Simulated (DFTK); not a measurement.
Wanted: the native input for a DFTK 0.8.2 run.

| Item | Value |
| --- | --- |
| Task | equation of state |
| Functional | PBEsol |
| Potentials or basis | dojo.nc.sr.pbesol.v0_4_1.standard.upf (PBEsol) |
| Cutoff | 1143 eV |
| k mesh | 11 × 11 × 11 |
| Occupations | fermi-dirac, width 0.05 eV |
| Spin | no spin polarisation |
| Valence electrons | C 4, Ti 12 |
| Volume scales | [0.94, 0.96, 0.98, 1.0, 1.02, 1.04, 1.06] |
| SCF tolerance on the density | 1e-06 |

Crystal: TiC.

```xyz
2
Lattice="0.0000 2.1657 2.1657 2.1657 0.0000 2.1657 2.1657 2.1657 0.0000" Properties=species:S:1:pos:R:3 pbc="T T T"
Ti    0.0000    0.0000    0.0000
C     2.1657    2.1657    2.1657
```

The cell is a database's computed one.

These files were run (other wordings do the same):

run.jl

```julia
using DFTK
using PseudoPotentialData
using Unitful, UnitfulAtomic
using LinearAlgebra, Printf
include("save.jl")
disable_threading()

# lattice vectors are the columns
lattice = austrip(1u"Å") * [           0.0   2.1657188437   2.1657188437;
             2.1657188437            0.0   2.1657188437;
             2.1657188437   2.1657188437            0.0]
symbols   = [:Ti, :C]
positions = [[0.0, 0.0, 0.0],
             [0.5, 0.5, 0.5]]
pseudopotentials = PseudoFamily("dojo.nc.sr.pbesol.v0_4_1.standard.upf")
elements = Dict(s => ElementPsp(s, pseudopotentials) for s in unique(symbols))
atoms    = [elements[s] for s in symbols]

build_model(lattice, positions; symmetries=true) =
    model_DFT(lattice, atoms, positions;
              functionals=PBEsol(),
              temperature=austrip(0.05u"eV"),
              smearing=Smearing.FermiDirac(),
              symmetries)
Ecut  = 42.0  # hartree
kgrid = [11, 11, 11]
tol   = 1e-6
to_GPa = ustrip(uconvert(u"GPa", 1u"hartree/bohr^3"))

results["points"] = []
for scale in [0.94, 0.96, 0.98, 1.0, 1.02, 1.04, 1.06]
    println("\n=== scale = ", scale)
    model = build_model(cbrt(scale) * lattice, positions)
    basis = PlaneWaveBasis(model; Ecut, kgrid)
    t0 = time()
    scfres = self_consistent_field(basis;
                                   tol,
                                   nbandsalg=AdaptiveBands(model; n_bands_converge=13))
    seconds = time() - t0
    @printf "SCF: %d iterations, %.1f s\n" scfres.n_iter seconds
    forces = compute_forces_cart(scfres)
    stress = compute_stresses_cart(scfres)
    @printf "V = %.5f Å^3  F = %.8f Ha  max force = %.5f eV/Å  p = %.4f GPa\n" ustrip(auconvert(u"Å^3", model.unit_cell_volume)) scfres.energies.total ustrip(auconvert(u"eV/Å", maximum(norm, forces))) (-tr(stress) / 3 * to_GPa)
    push!(results["points"], save_scf!(scfres; forces, stress, d=Dict{String,Any}("seconds" => seconds, "n_matvec" => get(scfres, :n_matvec, 0))))
end

# third-order Birch-Murnaghan fit in x = V^(-2/3)
V = [0.94, 0.96, 0.98, 1.0, 1.02, 1.04, 1.06] * abs(det(lattice))
E = [p["total"] for p in results["points"]]
x = V .^ (-2 / 3)
c = [x .^ 0 x x .^ 2 x .^ 3] \ E
Δ = c[3]^2 - 3c[2] * c[4]
if Δ > 0
    x0 = (-c[3] + sqrt(Δ)) / 3c[4]
    B0 = 4 / 9 * x0^(7 / 2) * (2c[3] + 6c[4] * x0)
    @printf "V0 = %.4f Å^3  B0 = %.2f GPa\n" ustrip(auconvert(u"Å^3", x0^(-3 / 2))) B0 * to_GPa
end
```

Potentials or basis: dojo.nc.sr.pbesol.v0_4_1.standard.upf (PBEsol).

Command:

```console
$ julia --threads=1 run.jl  # save.jl only writes the numbers to a file and isn't shown; printed stress counts tension as positive; times include loading and compiling
```

Results of the run:

```
Equilibrium volume                      : 9.90 Å³/atom
Bulk modulus                            : 268 GPa
Pressure derivative of the bulk modulus : 4.0
```

Run time: 9.6 min on 1 thread of Intel(R) Xeon(R) Platinum 8559C (Emerald Rapids), with other jobs on the host, peak memory 1.8 GiB.
